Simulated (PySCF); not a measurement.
# C3H9NSSi2: the cost of one run

Programs: PySCF 2.14.0, with routines of our own; each step states its level. All values are computed. Atoms count from 0.

## (1) The system as given

16 atoms, charge 0, multiplicity 1; geometry from: GFN2-xTB.

## (2) Magnetic properties: GIAO CAM-B3LYP/pcSseg-1

The job: settings as JSON, then the geometry in Å.

```
{"job": {"kind": "mag", "xc": "CAM-B3LYP", "basis": "pcSseg-1", "isotopologues": 2}, "charge": 0, "multiplicity": 1}
N     -4.572248     0.958450    -0.956440
C     -3.650988     0.388326    -0.584580
Si    -2.148497    -0.539480     0.023546
C     -1.159962     0.712818     1.060797
S      0.415813    -0.033442     1.622318
C      1.429019     0.203375     0.134080
Si     3.164474    -0.538392     0.409531
H     -2.587564    -1.656390     0.855504
H     -1.416490    -0.965361    -1.172604
H     -1.690464     0.978581     1.973992
H     -0.917208     1.635871     0.535624
H      0.921198    -0.276904    -0.700960
H      1.480472     1.274370    -0.060779
H      3.769519     0.098866     1.575475
H      3.023789    -1.978729     0.612459
H      3.931540    -0.253015    -0.804407
```

Method: GIAO CAM-B3LYP/pcSseg-1 magnetisability, rotational g tensor and spin-rotation constants, non-relativistic, gas phase.

Run with:

```console
$ OMP_NUM_THREADS=1 python excited_run.py task.json out
```

One launch serves the whole session: the jobs run in the order shown.

Q: Estimate the wall time and peak memory of this first job on 1 thread of Arm Neoverse N1, shared host.

About 72 s, with a peak of 0.96 GiB.
